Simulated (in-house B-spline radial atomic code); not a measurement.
**Tm⁴⁺: excited configurations**

Aim: the energies of several excited configurations of Tm⁴⁺ above a reference configuration, each from its own self-consistent run.

Method: Dirac-Hartree-Fock, average of configuration, Fermi nucleus, basis-set limit. Code: in-house B-spline radial atomic code version 1.

## 1. The system

| Item | Value |
| --- | --- |
| element | thulium (Z = 69) |
| charge | +4 |
| electrons | 65 |
| configuration | [Xe] 4f11 |
| Hamiltonian | Dirac-Coulomb |
| nucleus | Fermi, rms radius 5.226 fm |

Outer shells as boxes (Hund's rule):

[Xe] 4f11
```
[Xe] core
4f [↑↓][↑↓][↑↓][↑↓][↑ ][↑ ][↑ ]
```

The boxes draw the filling by Hund's rule, which heavy ions in jj coupling don't follow; these runs average over all states of the configuration.

The run's settings:

```ini
Z = 69
electrons = 65.0
configuration = [Xe] 4f11
hamiltonian = dirac
method = hf
spin_polarised = False
nucleus = fermi
rms_radius = 5.2256
mass_number = 169
atomic_mass = 168.934218956
speed_of_light = 137.035999084
```

This reference run was done before. Its total energy is -13571.406483 hartree, and its levels are (the highest eight at most):

```csv
orbital,occupation,energy (eV),<r> (bohr)
4p3/2,4,-409.46,0.5357
4d3/2,4,-260.24,0.5627
4d5/2,6,-251.23,0.5735
5s1/2,2,-113.82,1.201
5p1/2,2,-84.832,1.314
5p3/2,4,-77.661,1.397
4f5/2,4.71429,-70.915,0.6919
4f7/2,6.28571,-69.491,0.7012
```

## 2. Configuration [Kr] 4d10 4f11 5s2 5p5 7p1

The run's settings:

```ini
Z = 69
electrons = 65.0
configuration = [Kr] 4d10 4f11 5s2 5p5 7p1
hamiltonian = dirac
method = hf
spin_polarised = False
nucleus = fermi
rms_radius = 5.2256
mass_number = 169
atomic_mass = 168.934218956
speed_of_light = 137.035999084
```

## 3. Configuration [Kr] 4d9 4f11 5s2 5p6 5g1

The settings differ from step 2 so:

```diff
@@ -2,3 +2,3 @@
 electrons = 65.0
-configuration = [Kr] 4d10 4f11 5s2 5p5 7p1
+configuration = [Kr] 4d9 4f11 5s2 5p6 5g1
 hamiltonian = dirac
```

## 4. Configuration [Kr] 4d9 4f11 5s2 5p6 6p1

The settings differ from step 3 so:

```diff
@@ -2,3 +2,3 @@
 electrons = 65.0
-configuration = [Kr] 4d9 4f11 5s2 5p6 5g1
+configuration = [Kr] 4d9 4f11 5s2 5p6 6p1
 hamiltonian = dirac
```

## 5. Configuration [Kr] 4d9 4f12 5s2 5p6

The settings differ from step 4 so:

```diff
@@ -2,3 +2,3 @@
 electrons = 65.0
-configuration = [Kr] 4d9 4f11 5s2 5p6 6p1
+configuration = [Kr] 4d9 4f12 5s2 5p6
 hamiltonian = dirac
```

## 6. Configuration [Xe] 4f10 6p1

The settings differ from step 5 so:

```diff
@@ -2,3 +2,3 @@
 electrons = 65.0
-configuration = [Kr] 4d9 4f12 5s2 5p6
+configuration = [Xe] 4f10 6p1
 hamiltonian = dirac
```

## 7. [Kr] 4d10 4f11 5s2 5p5 8p1

The settings differ from step 6 so:

```diff
@@ -2,3 +2,3 @@
 electrons = 65.0
-configuration = [Xe] 4f10 6p1
+configuration = [Kr] 4d10 4f11 5s2 5p5 8p1
 hamiltonian = dirac
```

Q: How far above the reference does each configuration lie (order and size, in eV)?

As calculated:

| net move | configuration | energy above the reference (eV) | with Breit, QED, recoil (eV) | largest <r> (bohr) |
| --- | --- | --- | --- | --- |
| 4f → 6p | [Xe] 4f10 6p1 | 31.984 | 32.166 | 3.16 |
| 5p → 7p | [Kr] 4d10 4f11 5s2 5p5 7p1 | 60.903 | 60.820 | 5.54 |
| 5p → 8p | [Kr] 4d10 4f11 5s2 5p5 8p1 | 67.226 | 67.139 | 8.47 |
| 4d → 4f | [Kr] 4d9 4f12 5s2 5p6 | 182.31 | 182.01 | 1.39 |
| 4d → 6p | [Kr] 4d9 4f11 5s2 5p6 6p1 | 214.79 | 214.66 | 3.16 |
| 4d → 5g | [Kr] 4d9 4f11 5s2 5p6 5g1 | 233.36 | 233.21 | 5.46 |

Quantum defects of the promoted electron, δ = n − ζ/√(−2ε) with ζ = 5 and ε its orbital energy in hartree:

| promotion | δ |
| --- | --- |
| 4f → 6p | 2.749 |
| 5p → 7p | 2.691 |
| 5p → 8p | 2.674 |
| 4d → 6p | 2.751 |

**Reading.** The energies run from 31.984 eV (4f → 6p) to 233.36 eV (4d → 5g). 3 of them lie more than 2 % above the ionisation threshold that Koopmans' theorem gives (69.491 eV), where such states can decay by emitting an electron. Two partly filled shells share a symmetry and can mix in the average, which may lower the energy, for: 5p → 7p; 5p → 8p. These are averages over configurations, without correlation, not spectroscopic levels.
